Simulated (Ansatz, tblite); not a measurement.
**[Cu(OH)4]- (CuH4O4−): one state, many levels**

How do method and basis change the picture of [Cu(OH)4]- (CuH4O4−) (singlet)?

Program: Ansatz 0.2.0, Gaussian basis. Level of theory: as each input shows. These are calculated values, not measurements.

The runs, in order: GFN1-xTB, GFN2-xTB, PBE-D4/def2-TZVPD, r2SCAN-D4/def2-TZVPD, HF/def2-TZVPD, B2PLYP/def2-TZVPD, r2SCANh-D4/def2-TZVPD, B3LYP-D4/def2-TZVPD, ωB97M-V/def2-TZVPD, PBE+5HF/def2-TZVPD, PBE+10HF/def2-TZVPD, PBE+15HF/def2-TZVPD, PBE+35HF/def2-TZVPD, PBE+50HF/def2-TZVPD, PBE-D4/def2-SVPD, PBE0-D4/def2-SVPD, CCSD(T)/def2-SVPD, MP2/def2-TZVPD, RPA/def2-TZVPD.

### Step 1. The relaxed structure

The singlet was relaxed beforehand with PBE0-D4/def2-SVPD.

9 atoms, charge -1, spin multiplicity 1.

Bond lengths: Cu1–O2 1.828 Å, Cu1–O4 1.828 Å, Cu1–O6 1.828 Å, Cu1–O8 1.828 Å, O2–H3 0.963 Å, O4–H5 0.963 Å, O6–H7 0.963 Å, O8–H9 0.963 Å. Angles: O2–Cu1–O4 90.0°, O2–Cu1–O6 180.0°, O2–Cu1–O8 90.0°, O4–Cu1–O6 90.0°, O4–Cu1–O8 180.0°, O6–Cu1–O8 90.0°, Cu1–O2–H3 100.6°, Cu1–O4–H5 100.6°, Cu1–O6–H7 100.6°, Cu1–O8–H9 100.6°.

Formally the metal is d8. No spin-orbit coupling is included. The ion is computed in the gas phase, without counter-ions or solvent.

PBE0-D4/def2-TZVPD was run before; its log isn't repeated, and its numbers join the tables.

### Step 2. GFN1-xTB

Tight binding, by tblite at 300 K electronic temperature and without a spin-polarisation term:

```python
tblite.interface.Calculator('GFN1-xTB', numbers, positions, charge=-1, uhf=0).singlepoint()
```

Energy -698.8820 eV, HOMO -4.91 eV, LUMO -2.40 eV; 0.021 s.

### Step 3. GFN2-xTB

Tight binding, by tblite at 300 K electronic temperature and without a spin-polarisation term:

```python
tblite.interface.Calculator('GFN2-xTB', numbers, positions, charge=-1, uhf=0).singlepoint()
```

Energy -610.3129 eV, HOMO -5.95 eV, LUMO -3.26 eV; 0.004 s.

### Step 4. PBE-D4/def2-TZVPD

start.molden holds the orbitals of an earlier run on this state, given as this run's starting guess.

Input file in.yaml:

```yaml
crystal:
  periodic: [false, false, false]
  atoms:
    - {symbol: Cu, position_ang: [-0.000050, 0.000024, 0.000038]}
    - {symbol: O, position_ang: [1.771676, 0.448056, -0.043411]}
    - {symbol: H, position_ang: [2.174973, -0.426373, -0.058129]}
    - {symbol: O, position_ang: [-0.447759, 1.772223, 0.020060]}
    - {symbol: H, position_ang: [0.426470, 2.175673, -0.000561]}
    - {symbol: O, position_ang: [-1.771700, -0.448054, 0.043478]}
    - {symbol: H, position_ang: [-2.174861, 0.426428, 0.057980]}
    - {symbol: O, position_ang: [0.447698, -1.772191, -0.019994]}
    - {symbol: H, position_ang: [-0.426458, -2.175796, 0.000549]}
basis:
  gaussian: {orbitals: def2-TZVPD, initial_orbitals: start.molden}
total_charge: -1
hamiltonian: {xc: pbe, dispersion: d4}
scf: {omitted_lower_state_checks: [starts]}
output: {forces: true, orbitals: {seedname: orbitals}}
```

Launch:

```bash
> ansatz run in.yaml --threads 4 --pin off --events-out ev --progress --plain --max-ram 3916MiB
```

The runs that follow: r2SCAN-D4/def2-TZVPD; HF/def2-TZVPD; B2PLYP/def2-TZVPD; r2SCANh-D4/def2-TZVPD; B3LYP-D4/def2-TZVPD; ωB97M-V/def2-TZVPD; PBE+5HF/def2-TZVPD; PBE+10HF/def2-TZVPD; PBE+15HF/def2-TZVPD; PBE+35HF/def2-TZVPD; PBE+50HF/def2-TZVPD; PBE-D4/def2-SVPD; PBE0-D4/def2-SVPD; CCSD(T)/def2-SVPD; MP2/def2-TZVPD; RPA/def2-TZVPD.

Q: Predict the results of all the runs planned. Wanted: gap in def2-TZVPD, named functionals and Hartree-Fock, smallest and largest; gap over the share of exact exchange; correlation energy, CCSD(T)/def2-SVPD; correlation energy, MP2/def2-TZVPD; PBE0 total energy, smallest basis above largest.

**Answer**, as computed:

| quantity | value |
| --- | --- |
| gap in def2-TZVPD, named functionals and Hartree-Fock, smallest and largest | 1.77 eV (PBE-D4), 12.24 eV (HF) |
| gap over the share of exact exchange | 1.77 eV at 0, 7.52 eV at 0.5 |
| correlation energy, CCSD(T)/def2-SVPD | -33.75 eV |
| correlation energy, MP2/def2-TZVPD | -39.67 eV |
| PBE0 total energy, smallest basis above largest | 15.66 eV (def2-SVPD, def2-TZVPD) |

Over the named functionals and Hartree-Fock in def2-TZVPD the gap runs from 1.77 eV (PBE-D4) to 12.24 eV (HF); exact exchange widens it. Raising the share of exact exchange from 0 to 0.5 moves the HOMO by -3.87 eV and the LUMO by +1.88 eV. Notes on CCSD(T)/def2-SVPD and its Hartree-Fock reference, which MP2 shares: restricted state is unstable towards broken spin symmetry.
